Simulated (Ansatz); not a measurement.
# CH7BClO2PSi: the cost of one run

Method: RKS LDA/6-31G*, in Ansatz 0.2.0.

## Step 1: The system as given

Bond lengths: B1–P2 1.876 Å, P2–O3 1.726 Å, P2–O4 1.799 Å, O4–Si5 1.701 Å, Si5–C6 1.886 Å, Si5–Cl7 2.091 Å, B1–H8 1.176 Å, B1–H9 1.188 Å, O3–H10 1.040 Å, Si5–H11 1.484 Å, C6–H12 1.131 Å, C6–H13 1.087 Å, C6–H14 1.137 Å. Angles (14 of 20 angles, heavy atoms first): B1–P2–O3 93.6°, B1–P2–O4 93.6°, O3–P2–O4 93.4°, P2–O4–Si5 104.0°, O4–Si5–C6 107.7°, O4–Si5–Cl7 108.4°, C6–Si5–Cl7 108.5°, P2–B1–H8 122.0°, P2–B1–H9 121.7°, P2–O3–H10 104.3°, O4–Si5–H11 113.3°, C6–Si5–H11 108.6°, Cl7–Si5–H11 110.3°, Si5–C6–H12 109.6°.

As a file:

```xyz
14

B    -2.3312    1.1757   -1.3844
P    -1.3458    0.4905    0.0568
O    -0.7977    2.0474    0.5629
O     0.1182    0.1823   -0.9427
Si    0.7516   -1.2639   -0.3091
C     1.7073   -0.8330    1.2591
Cl    2.0902   -2.0645   -1.7013
H    -3.4537    0.8786   -1.5693
H    -1.8943    2.0254   -2.0912
H    -0.2018    1.8525    1.3928
H    -0.2934   -2.2608    0.0336
H     2.2282   -1.7564    1.6523
H     2.4211   -0.0498    1.0154
H     0.9883   -0.4534    2.0539
```

## Step 2: Relaxing end A

Input file input.yaml:

```yaml
crystal:
  periodic: [false, false, false]
  atoms:
    - { symbol: B, position_ang: [-2.3312, 1.1757, -1.3844] }
    - { symbol: P, position_ang: [-1.3458, 0.4905, 0.0568] }
    - { symbol: O, position_ang: [-0.7977, 2.0474, 0.5629] }
    - { symbol: O, position_ang: [0.1182, 0.1823, -0.9427] }
    - { symbol: Si, position_ang: [0.7516, -1.2639, -0.3091] }
    - { symbol: C, position_ang: [1.7073, -0.833, 1.2591] }
    - { symbol: Cl, position_ang: [2.0902, -2.0645, -1.7013] }
    - { symbol: H, position_ang: [-3.4537, 0.8786, -1.5693] }
    - { symbol: H, position_ang: [-1.8943, 2.0254, -2.0912] }
    - { symbol: H, position_ang: [-0.2018, 1.8525, 1.3928] }
    - { symbol: H, position_ang: [-0.2934, -2.2608, 0.0336] }
    - { symbol: H, position_ang: [2.2282, -1.7564, 1.6523] }
    - { symbol: H, position_ang: [2.4211, -0.0498, 1.0154] }
    - { symbol: H, position_ang: [0.9883, -0.4534, 2.0539] }
basis:
  gaussian: { orbitals: "6-31G*" }
hamiltonian:
  xc: lda
relax:
  f_tol: 0.015
  max_steps: 40
```

Launch:

```sh
$ ansatz run input.yaml --threads 2 --pin off --max-ram 3072MiB --backend cpu --events-out ev --progress --plain --runs-dir out
```

**Question.** How long does this run take on 2 threads of Arm Neoverse V1, shared host, and how much memory does it need?

About 1.7 min, with a peak of 0.22 GiB.
